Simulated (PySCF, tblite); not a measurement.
# C3H7FSeSi: geometry, infrared bands and NMR shifts

Wanted: the infrared bands and NMR shifts of C3H7FSeSi (`C=C(CF)[Se][SiH3]`), by calculation.

Programs: tblite 0.8.0 and PySCF 2.14.0, with density-fitted response routines of our own. Each step states its level of theory. These are calculated values for one molecule in the gas phase, unless marked as measured. Atoms count from 0, in the outputs and in this text.

**1. The molecule as given**

13 atoms, charge 0, multiplicity 1; geometry from: force field or distance geometry start.

Bonds of the start (Å): C0–C1 1.33, C1–C2 1.49, C2–F3 1.40, C1–Se4 1.94, Se4–Si5 2.29, C0–H6 1.09, C0–H7 1.09, C2–H8 1.11, C2–H9 1.10, Si5–H10 1.47, Si5–H11 1.47, Si5–H12 1.47.

**2. Optimising the geometry with GFN2-xTB**

Job settings and geometry (Å):

```
{"job": {"kind": "relax", "xc": "GFN2-xTB", "basis": "xTB"}, "charge": 0, "multiplicity": 1}
C     -1.258400     0.908200     0.924300
C     -0.561100    -0.182800     0.640300
C     -1.145000    -1.311400    -0.145300
F     -1.466800    -0.856600    -1.429500
Se     1.246300    -0.344300     1.315600
Si     2.068200     0.572600    -0.614900
H     -2.287200     1.020100     0.566900
H     -0.824700     1.721000     1.511700
H     -2.070000    -1.681800     0.350500
H     -0.437600    -2.149000    -0.224900
H      1.682100    -0.265800    -1.758800
H      1.515700     1.921300    -0.783500
H      3.534200     0.649000    -0.520100
```

On the command line:

```bash
OMP_NUM_THREADS=1 python probes_run.py task.json out
```

One launch serves the whole session: the jobs run in the order shown.

**Question.** This job is followed by: GFN2-xTB harmonic vibrations, gas phase; GIAO PBE0/pcSseg-1 NMR shielding, non-relativistic, gas phase. Predict these results of the whole session: strongest single infrared mode (GFN2-xTB); zero-point energy (GFN2-xTB); 13C shifts against TMS (PBE0/pcSseg-1); 1H shifts against TMS (PBE0/pcSseg-1, means over atoms taken as alike); 19F shifts against CFCl3 (PBE0/pcSseg-1); 77Se shifts against Me2Se (PBE0/pcSseg-1); 29Si shifts against TMS (PBE0/pcSseg-1).

As calculated:

| quantity | value |
| --- | --- |
| strongest single infrared mode (GFN2-xTB) | 747 cm⁻¹, 572 km/mol |
| zero-point energy (GFN2-xTB) | 53.8 kcal/mol |
| 13C shifts against TMS (PBE0/pcSseg-1) | 152.3, 133.4, 93.0 ppm |
| 1H shifts against TMS (PBE0/pcSseg-1, means over atoms taken as alike) | 6.14, 6.07, 5.27, 4.73 ppm |
| 19F shifts against CFCl3 (PBE0/pcSseg-1) | -231.5 ppm |
| 77Se shifts against Me2Se (PBE0/pcSseg-1) | -72 ppm |
| 29Si shifts against TMS (PBE0/pcSseg-1) | -58.0 ppm |

What this shows: Relaxing lowered the energy by 0.148 eV in 132 steps; the close pair that moved most is C2–F3, from 1.400 to 1.380 Å. All 33 modes are real, so the xTB geometry is a minimum. The strongest single mode, at 747 cm⁻¹, moves mainly H10 and H11. Unscaled tight-binding wavenumbers are off by several per cent, some by more. Its intensities can rank the bands wrongly. C1 (fully substituted alkene carbon) lies farthest downfield among carbon, at 152.3 ppm; as expected for a trigonal carbon in a double bond. At PBE0/pcSseg-1: The largest span, 1341 ppm, is at Se4, where the paramagnetic term is -1170 ppm. Spin-orbit coupling is left out, which matters for shieldings and couplings at and beside the heavy atoms.
